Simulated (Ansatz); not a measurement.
**GaGeH2 (doublet): the correlation ladder, cc-pVDZ**

One table from this session's results is given with a row withheld; the runs are named, their logs left out.

Computed with Ansatz 0.2.0, Gaussian basis. Level: cc-pVDZ, core rule «outside noble gas», up to 28 orbitals frozen.

The runs, in order: UHF; CCSD(T) on ROHF; CCSD(T) on UHF; BCCD(T) on ROHF; CISD; CCSDT(Q) on ROHF; CCSDT(Q) on UHF; CASSCF and MRCISD+Q, 9 electrons in 10 orbitals; CASSCF and NEVPT4(SD), 9 electrons in 10 orbitals; CASSCF and NEVPT2, 9 electrons in 10 orbitals.

17 further runs of the same task are left out: 1 for a known fault of the program, 1 for a mislabelled method, 4 that didn't finish, 11 set aside as unsound or not needed.

## What is computed

The geometry is a PBE0/def2-TZVP stationary point (not a proven minimum). No spin-orbit coupling is included. The filled d shell of Ge, Ga may be among the frozen orbitals whatever the setting's name suggests; the logs give the count.

4 atoms, charge 0, spin multiplicity 2.

Atoms are counted from 1 here; the program's logs count them from 0.

Bond lengths: Ge1–Ga2 2.339 Å, Ge1–H3 1.691 Å, Ga2–H4 1.582 Å. Angles: Ga2–Ge1–H3 58.6°, Ge1–Ga2–H4 163.6°.

Set-up of the first run:

Input file in.yaml:

```yaml
crystal:
  periodic: [false, false, false]
  atoms:
    - {symbol: Ge, position_ang: [0.000000, -0.003654, 1.162916]}
    - {symbol: Ga, position_ang: [0.000000, -0.022851, -1.176473]}
    - {symbol: H, position_ang: [0.000000, 1.432545, 0.269458]}
    - {symbol: H, position_ang: [0.000000, 0.411477, -2.697219]}
basis:
  gaussian: {orbitals: cc-pVDZ}
magnetization: {spin_polarized: true, initial_magnetization: 1}
hamiltonian: {xc: hf}
output: {orbitals: {seedname: orbitals}}
```

Started as:

```
ansatz run in.yaml --threads 1 --pin off --events-out ev --progress --plain --max-ram 2393MiB
```

Steps of the session up to this table: UHF; CCSD(T) on ROHF; CCSD(T) on UHF; BCCD(T) on ROHF; CISD; CCSDT(Q) on ROHF; CCSDT(Q) on UHF; CASSCF and MRCISD+Q, 9 electrons in 10 orbitals; CASSCF and NEVPT4(SD), 9 electrons in 10 orbitals; CASSCF and NEVPT2, 9 electrons in 10 orbitals.

One table of the session follows, with a row left open; its other results are not shown here.

```
            method  from UCCSDT(Q) (kJ/mol)
              ROHF                   +463.4
               UHF                   +456.8
              RMP2                   +103.3
              UMP2                   +104.5
             RCCSD                    +21.6
             UCCSD                    +21.2
          RCCSD(T)                     +4.7
          UCCSD(T)                        ?
           BCCD(T)                     +4.7
            RCCSDT                     +1.3
            UCCSDT                     +1.1
         RCCSDT(Q)                     +0.2
         UCCSDT(Q)                        0
    CASSCF valence                   +254.4
    NEVPT2 valence                    +64.5
NEVPT4(SD) valence                     +7.2
    MRCISD valence                    +14.6
  MRCISD+Q valence                     -0.2
```

**Question.** Estimate the row for UCCSD(T).

As computed: from UCCSDT(Q) (kJ/mol): +4.6. In the column «from UCCSDT(Q) (kJ/mol)» it lies between RCCSDT (+1.3) and RCCSD(T) (+4.7).

Not comparable, so not listed: CISD (they don't share determinant, frozen orbitals or solution with the rows shown, or repeat one).

Limits of these values: Restricted and unrestricted rows rest on different reference determinants; where their highest levels disagree by more than a few hundredths of an eV, they describe different states and don't form one ladder.
